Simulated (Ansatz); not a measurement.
**LaHg: a short molecular-dynamics run**

What does LaHg do over 40 steps of 1.5 fs under a Nosé-Hoover thermostat at 600 K? The cell is a randomly packed cell of 4 atoms, taken as it stands, without a relaxation.

Method: DFT PBE, plane waves, PAW, scalar-relativistic, no spin polarisation, in Ansatz 0.2.0.

## Step 1: The system as given

The cell holds 4 atoms (Hg2La2): a = 5.038 Å, b = 5.703 Å, c = 4.408 Å, α = 82.03°, β = 93.17°, γ = 79.86°.

Structure file:

```
CELL_PARAMETERS angstrom
4.98793 0.67414 -0.22409
0.30687 5.59250 1.07239
-0.01849 -0.22005 4.40242
ATOMIC_POSITIONS crystal
Hg 0.62857 0.73119 0.83979
Hg 0.56603 0.01377 0.27653
La 0.97626 0.13404 0.79977
La 0.21300 0.61474 0.35851
```

## Step 2: The run

The input, input.yaml:

```yaml
crystal:
  lattice:
    - [4.98793, 0.674141, -0.22409]
    - [0.306872, 5.5925, 1.072394]
    - [-0.018491, -0.220046, 4.402417]
  atoms:
    - { symbol: Hg, position: [0.628565, 0.731188, 0.839789] }
    - { symbol: Hg, position: [0.566028, 0.013766, 0.276535] }
    - { symbol: La, position: [0.976264, 0.134037, 0.799766] }
    - { symbol: La, position: [0.213001, 0.614738, 0.35851] }
kpoints:
  mp_grid: { grid: [3, 3, 3] }
magnetization:
  spin_polarized: false
scf:
  occupations: { method: cold, width: 0.15 }
hamiltonian:
  pseudopotentials: { kind: paw }
  xc: pbe
basis:
  ecutwfc: 420
md:
  timestep: 1.5
  n_steps: 40
  ensemble: nvt_nose_hoover
  temperature: 600.0
  initial_velocities: maxwell_boltzmann
  seed: 520591
```

Launch:

```bash
$ ansatz run input.yaml --threads 2 --pin off --max-ram 2560MiB --backend cpu --events-out ev --progress --plain --runs-dir out
```

The program printed, shortened:

```text
Warning: md: disabling space-group detection — thermal motion breaks the input geometry's symmetry, so no spatial operation reduces the k-mesh or symmetrises the density; time reversal is kept, so that k and −k are solved as one point where they differ and the mesh holds both, and exact [...]
Warning: RAYON_NUM_THREADS=2 ignored (pool sized by the plan → 2); use --threads N
[...]
Pseudopotentials: kind: paw
Pseudopotential: Hg, paw, valence charge 20, recommended cutoff 420 eV (normal), Hg.paw.azcp
Pseudopotential: La, paw, valence charge 11, recommended cutoff 420 eV (normal), La.paw.azcp
Functional definition: PBE
[...]
Crystal: 4 atoms, lattice volume = 123.050 Å³
Basis set: ecut = 420 eV, 2431 PW (Γ), exchange–correlation on 72×80×60 points (8 copies of the dense FFT grid, shifted against one another)
Bands: 38, of which v1, the nominal top of the filled ones, is band 31 counted from 1 (30 counted from 0)
Symmetry: 1 space group operations
k-points: 14 of 27 (time reversal used)
[...]
SCF iter   1: F=—  HF=-40127.859776 eV  |F-HF|=—  |Δ(HF+E_count)|=         —  Δρ=3.46e-3  dr2=2.63e-2  ethr=1.77e-3  ⟨swp⟩=8.0  Hψ=2462  notcnv=0
[...]
md step     0: t =     0.00 fs  T =   600.0 K  F+E_penalty+E_count = -40127.86359161 eV  E_kin = 0.232668 eV  conserved = -40127.63092361 eV  (9 SCF iters)
[...]
md step     2: t =     3.00 fs  T =   565.2 K  F+E_penalty+E_count = -40127.85008780 eV  E_kin = 0.219174 eV  conserved = -40127.63091800 eV  (7 SCF iters)
[...]
md step     3: t =     4.50 fs  T =   550.3 K  F+E_penalty+E_count = -40127.84431311 eV  E_kin = 0.213410 eV  conserved = -40127.63091527 eV  (6 SCF iters)
```

## Step 3: The log goes on

Output, continued, shortened:

```text
md step     4: t =     6.00 fs  T =   537.3 K  F+E_penalty+E_count = -40127.83925228 eV  E_kin = 0.208369 eV  conserved = -40127.63091257 eV  (6 SCF iters)
[...]
md step    13: t =    19.50 fs  T =   524.8 K  F+E_penalty+E_count = -40127.83367887 eV  E_kin = 0.203506 eV  conserved = -40127.63088991 eV  (2 SCF iters)
[...]
md step    22: t =    33.00 fs  T =   740.2 K  F+E_penalty+E_count = -40127.91557274 eV  E_kin = 0.287051 eV  conserved = -40127.63090074 eV  (2 SCF iters)
[...]
md step    31: t =    46.50 fs  T =  1135.9 K  F+E_penalty+E_count = -40128.07015237 eV  E_kin = 0.440484 eV  conserved = -40127.63094856 eV  (3 SCF iters)
[...]
md step    39: t =    58.50 fs  T =  1485.1 K  F+E_penalty+E_count = -40128.22112115 eV  E_kin = 0.575897 eV  conserved = -40127.63099022 eV  (3 SCF iters)
[...]
NSCF: frozen V_eff on 14 k-points
[...]
SCF converged after 6 iterations
Stability not checked: this state was not tested for a lower state beside it, because cold or Methfessel-Paxton smearing, or corrected tetrahedra, fill the levels in a way that the test cannot read (fill_not_monotonic; see scf.lower_state_search)
Free energy (F): -40128.238388 eV
[...]
E sigma→0 (E₀):  -40128.237992 eV
Entropy (-TS):   -0.001189 eV (-0.297 meV/atom)
Fermi energy:    12.514831 eV
[...]
--- Forces (eV/Å), atoms counted from 1 ---
  atom   1  Hg     0.31646215    -1.16902276    -0.53315885
  atom   2  Hg    -0.47655464     0.84871039     0.99453947
  atom   3  La     0.14677331     0.31223923    -0.07061812
  atom   4  La     0.01332497     0.00805184    -0.39075933
[...]
--- Band table (eV; the first three rows and the last of 14) ---
[...]
--- MD trajectory: 40 steps, t = 0.0 → 60.0 fs ---
  final state: T = 1519.8 K   F+E_penalty+E_count = -40128.23838778 eV   E_kin = 0.589342 eV
  conserved energy: peak-to-peak 1.061e-4 eV (2.652e-5 eV/atom) over 60.0 fs
```

Run time: 2.6 min. Hardware: 2 threads of Arm Neoverse N1, shared host; peak memory 0.48 GiB.

## Step 4: What the atoms did

The trajectory, every 3 steps (energies from step 0); msd is the mean square displacement from the start, the centre of mass held:

| time (fs) | T (K) | potential energy change (meV/atom) | conserved energy change (meV/atom) | msd Hg (Å²) | msd La (Å²) |
| --- | --- | --- | --- | --- | --- |
| 0.0 | 600 | 0.0 | 0.00 | 0.000 | 0.000 |
| 4.5 | 550 | 4.8 | 0.00 | 0.000 | 0.000 |
| 9.0 | 517 | 8.0 | 0.00 | 0.001 | 0.000 |
| 13.5 | 505 | 9.3 | 0.01 | 0.001 | 0.001 |
| 18.0 | 516 | 8.3 | 0.01 | 0.002 | 0.001 |
| 22.5 | 552 | 4.9 | 0.01 | 0.003 | 0.002 |
| 27.0 | 616 | -1.1 | 0.01 | 0.005 | 0.003 |
| 31.5 | 705 | -9.6 | 0.01 | 0.007 | 0.004 |
| 36.0 | 818 | -20.4 | 0.00 | 0.009 | 0.005 |
| 40.5 | 948 | -33.0 | 0.00 | 0.011 | 0.007 |
| 45.0 | 1088 | -46.9 | 0.00 | 0.014 | 0.008 |
| 49.5 | 1231 | -61.3 | -0.01 | 0.018 | 0.010 |
| 54.0 | 1366 | -75.7 | -0.01 | 0.023 | 0.013 |
| 58.5 | 1485 | -89.4 | -0.02 | 0.028 | 0.015 |
| 60.0 | 1520 | -93.7 | -0.02 | 0.030 | 0.016 |

time (fs), T (K) and a bar:
```
      0.0        600 ###
      3.0        565 ##
      4.5        550 #
      7.5        526 #
     10.5        511 
     13.5        505 
     15.0        506 
     18.0        516 
     21.0        537 #
     24.0        570 ##
     25.5        592 ###
     28.5        643 ####
     31.5        705 ######
     34.5        778 ########
     36.0        818 #########
     39.0        903 ############
     42.0        994 ##############
     45.0       1088 #################
     46.5       1136 ###################
     49.5       1231 #####################
     52.5       1322 ########################
     55.5       1408 ###########################
     57.0       1448 ############################
     60.0       1520 ##############################
```

## Step 5: Frames from the trajectory

Extended XYZ, with forces in eV/Å:

```xyz
4
Lattice="4.988 0.674 -0.224 0.307 5.593 1.072 -0.018 -0.220 4.402" Properties=species:S:1:pos:R:3:forces:R:3 pbc="T T T" time_fs=7.5 T=526 dE=0.0286
Hg    3.353    4.338    4.352    0.509   -1.956   -0.494
Hg    2.814    0.401    1.083   -0.587    1.853    0.938
La    4.892    1.226    3.448    0.537    0.758   -0.056
La    1.246    3.489    2.204   -0.460   -0.655   -0.388
4
Lattice="4.988 0.674 -0.224 0.307 5.593 1.072 -0.018 -0.220 4.402" Properties=species:S:1:pos:R:3:forces:R:3 pbc="T T T" time_fs=15.0 T=506 dE=0.0370
Hg    3.364    4.343    4.362    0.490   -2.022   -0.729
Hg    2.805    0.409    1.064   -0.629    1.847    1.211
La    4.890    1.223    3.449    0.553    0.770   -0.093
La    1.246    3.473    2.216   -0.414   -0.595   -0.389
4
Lattice="4.988 0.674 -0.224 0.307 5.593 1.072 -0.018 -0.220 4.402" Properties=species:S:1:pos:R:3:forces:R:3 pbc="T T T" time_fs=22.5 T=552 dE=0.0196
Hg    3.376    4.342    4.370    0.471   -2.037   -0.892
Hg    2.794    0.422    1.047   -0.662    1.797    1.401
La    4.891    1.224    3.450    0.548    0.751   -0.118
La    1.245    3.455    2.227   -0.357   -0.512   -0.391
4
Lattice="4.988 0.674 -0.224 0.307 5.593 1.072 -0.018 -0.220 4.402" Properties=species:S:1:pos:R:3:forces:R:3 pbc="T T T" time_fs=30.0 T=673 dE=-0.0261
Hg    3.389    4.336    4.375    0.451   -1.983   -0.962
Hg    2.781    0.440    1.035   -0.677    1.697    1.486
La    4.893    1.227    3.451    0.515    0.700   -0.130
La    1.242    3.435    2.236   -0.290   -0.413   -0.394
4
Lattice="4.988 0.674 -0.224 0.307 5.593 1.072 -0.018 -0.220 4.402" Properties=species:S:1:pos:R:3:forces:R:3 pbc="T T T" time_fs=37.5 T=859 dE=-0.0977
Hg    3.404    4.324    4.379    0.427   -1.858   -0.939
Hg    2.766    0.463    1.026   -0.667    1.541    1.464
La    4.898    1.233    3.451    0.455    0.622   -0.129
La    1.238    3.413    2.244   -0.215   -0.305   -0.397
4
Lattice="4.988 0.674 -0.224 0.307 5.593 1.072 -0.018 -0.220 4.402" Properties=species:S:1:pos:R:3:forces:R:3 pbc="T T T" time_fs=45.0 T=1088 dE=-0.1874
Hg    3.419    4.308    4.379    0.397   -1.667   -0.840
Hg    2.749    0.490    1.021   -0.628    1.338    1.354
La    4.904    1.241    3.451    0.368    0.525   -0.116
La    1.233    3.390    2.250   -0.137   -0.196   -0.398
4
Lattice="4.988 0.674 -0.224 0.307 5.593 1.072 -0.018 -0.220 4.402" Properties=species:S:1:pos:R:3:forces:R:3 pbc="T T T" time_fs=52.5 T=1322 dE=-0.2838
Hg    3.436    4.287    4.378    0.360   -1.430   -0.695
Hg    2.731    0.520    1.020   -0.563    1.102    1.186
La    4.912    1.252    3.450    0.262    0.420   -0.095
La    1.228    3.366    2.255   -0.059   -0.092   -0.396
4
Lattice="4.988 0.674 -0.224 0.307 5.593 1.072 -0.018 -0.220 4.402" Properties=species:S:1:pos:R:3:forces:R:3 pbc="T T T" time_fs=60.0 T=1520 dE=-0.3748
Hg    3.454    4.262    4.374    0.316   -1.169   -0.533
Hg    2.711    0.553    1.023   -0.477    0.849    0.995
La    4.921    1.263    3.449    0.147    0.312   -0.071
La    1.222    3.342    2.258    0.013    0.008   -0.391
```

## Step 6: Outcome

```
                              quantity                            value
                                length               40 steps of 1.5 fs
      temperature, first and last step                   600 and 1520 K
              temperature, second half  mean 1091 K, from 673 to 1520 K
         potential energy, second half      -48 meV/atom from the start
largest change of the conserved energy                    0.02 meV/atom
 mean square displacement, second half            Hg 0.016, La 0.009 Å²
```

What this shows: Against a set 600 K the second half averages 1091 K, going from 673 to 1520 K over that half; the potential energy of that half lies 48 meV/atom under the start, so the atoms have moved to lower-lying arrangements, and the energy set free heats the cell. The conserved energy strays from its start by at most 0.02 meV/atom, under 0.1 % of the mean kinetic energy, which is good for a step of 1.5 fs. Over the second half Hg atoms stand 0.1 Å (root mean square) from where they began, and the farthest move is 0.2 Å. Averages from a run of 60 fs with 4 atoms are rough. The k-mesh is coarse.
